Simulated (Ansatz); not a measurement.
# C2H7GeNSi: energies of removing a hydrogen

A script is to give energies of removing a hydrogen; the system is C2H7GeNSi.

All numbers are computed with Ansatz 0.2.0, driven from Python. Level of theory: CAM-B3LYP/cc-pVDZ.

**1. The system**

Bond lengths: N1–C2 1.157 Å, C2–C3 1.464 Å, C3–Si4 1.868 Å, C3–Ge5 1.945 Å, C3–H6 1.109 Å, Si4–H7 1.470 Å, Si4–H8 1.470 Å, Si4–H9 1.471 Å, Ge5–H10 1.550 Å, Ge5–H11 1.550 Å, Ge5–H12 1.550 Å. Angles (14 of 19 angles, heavy atoms first): N1–C2–C3 180.0°, C2–C3–Si4 109.6°, C2–C3–Ge5 109.5°, Si4–C3–Ge5 109.4°, C2–C3–H6 109.5°, Si4–C3–H6 109.4°, Ge5–C3–H6 109.4°, C3–Si4–H7 109.4°, C3–Si4–H8 109.5°, C3–Si4–H9 109.6°, C3–Ge5–H10 109.4°, C3–Ge5–H11 109.4°, C3–Ge5–H12 109.4°, H7–Si4–H8 109.4°.

The script holds or builds the structure itself.

**2. The script**

bde.py

```python
# -*- coding: utf-8 -*-
"""X-H bond energies and deprotonation of C2H7GeNSi without relaxation."""

import ansatz as az


def energy_of(molecule, charge=0, unpaired=0):
    calc = (
        molecule.calculation()
        .basis(gaussian="cc-pVDZ")
        .functional("cam_b3lyp")
    )
    if charge:
        calc = calc.charge(charge)
    if unpaired:
        calc = calc.spin("collinear", total=unpaired)
    report = calc.run(threads=1).report
    if report["published_state_doubts"]:
        print("  doubts:", report["published_state_doubts"])
    return report["free_energy_ev"]

def without(molecule, index):
    rest = az.Crystal.molecule()
    for i, site in enumerate(molecule.cartesian_sites):
        if i != index:
            rest = rest.atom(site.symbol, site.position_ang)
    return rest

geometry_ang = [
    ("N", [0.0768, 2.8485, -0.4912]),
    ("C", [0.0461, 1.7783, -0.0515]),
    ("C", [0.0066, 0.4252, 0.5054]),
    ("Si", [1.5473, -0.5047, 0.0057]),
    ("Ge", [-1.5605, -0.5094, -0.1681]),
    ("H", [-0.0463, 0.4825, 1.612]),
    ("H", [1.5033, -1.862, 0.5695]),
    ("H", [2.7326, 0.1989, 0.5178]),
    ("H", [1.6199, -0.5858, -1.4609]),
    ("H", [-1.6003, -1.9405, 0.4257]),
    ("H", [-1.4868, -0.5922, -1.7142]),
    ("H", [-2.8387, 0.261, 0.2499]),
]
molecule = az.Crystal.molecule()
for symbol, xyz in geometry_ang:
    molecule = molecule.atom(symbol, xyz)

whole = energy_of(molecule, 0)
hydrogen = energy_of(az.Crystal.molecule().atom("H", (0, 0, 0)), 0, 1)
print(f"E(molecule) = {whole:.5f} eV, E(H) = {hydrogen:.5f} eV")
for index in [5, 8, 11]:
    radical = energy_of(without(molecule, index), 0, 1)
    print(f"H{index}: homolysis {(radical + hydrogen - whole):.3f} eV")
    anion = energy_of(without(molecule, index), -1)
    print(f"H{index}: loss of a proton {(anion - whole):.3f} eV")
```

**3. The calls as engine input**

The engine receives this input (first run):

```yaml
crystal:
  periodic: [false, false, false]
  atoms:
    - { symbol: "N", position_ang: [0.0768, 2.8485, -0.4912] }
    - { symbol: C, position_ang: [0.0461, 1.7783, -0.0515] }
    - { symbol: C, position_ang: [0.0066, 0.4252, 0.5054] }
    - { symbol: Si, position_ang: [1.5473, -0.5047, 0.0057] }
    - { symbol: Ge, position_ang: [-1.5605, -0.5094, -0.1681] }
    - { symbol: H, position_ang: [-0.0463, 0.4825, 1.612] }
    - { symbol: H, position_ang: [1.5033, -1.862, 0.5695] }
    - { symbol: H, position_ang: [2.7326, 0.1989, 0.5178] }
    - { symbol: H, position_ang: [1.6199, -0.5858, -1.4609] }
    - { symbol: H, position_ang: [-1.6003, -1.9405, 0.4257] }
    - { symbol: H, position_ang: [-1.4868, -0.5922, -1.7142] }
    - { symbol: H, position_ang: [-2.8387, 0.261, 0.2499] }
basis:
  gaussian:
    orbitals: cc-pVDZ
hamiltonian:
  xc: cam_b3lyp
```

**4. The run**

On the command line:

```
> python bde.py
```

Q: Predict the main results. Wanted: weakest bond to hydrogen among those tried; easiest loss of a proton among those tried.

**Answer**, as computed:

| quantity | value |
| --- | --- |
| weakest bond to hydrogen among those tried (homolysis) | H11 (counted from 0), 3.821 eV |
| easiest loss of a proton among those tried | H5, 15.830 eV |
| runs compared | 8 |

**Reading.** Atoms are numbered as in the script, from 0. The fragments aren't relaxed and zero-point energy is left out, so these aren't bond dissociation enthalpies. Losing a bare proton in the gas phase costs far more than homolysis, as charges must be parted. All 8 runs converged, in 8 to 23 cycles. Reading the output:
- The geometry is a force-field or estimated start, not a minimum of this method, and the basis set is short of its limit. All parts are taken at fixed geometry, without zero-point energy.
- Anions want diffuse functions, which this basis lacks.
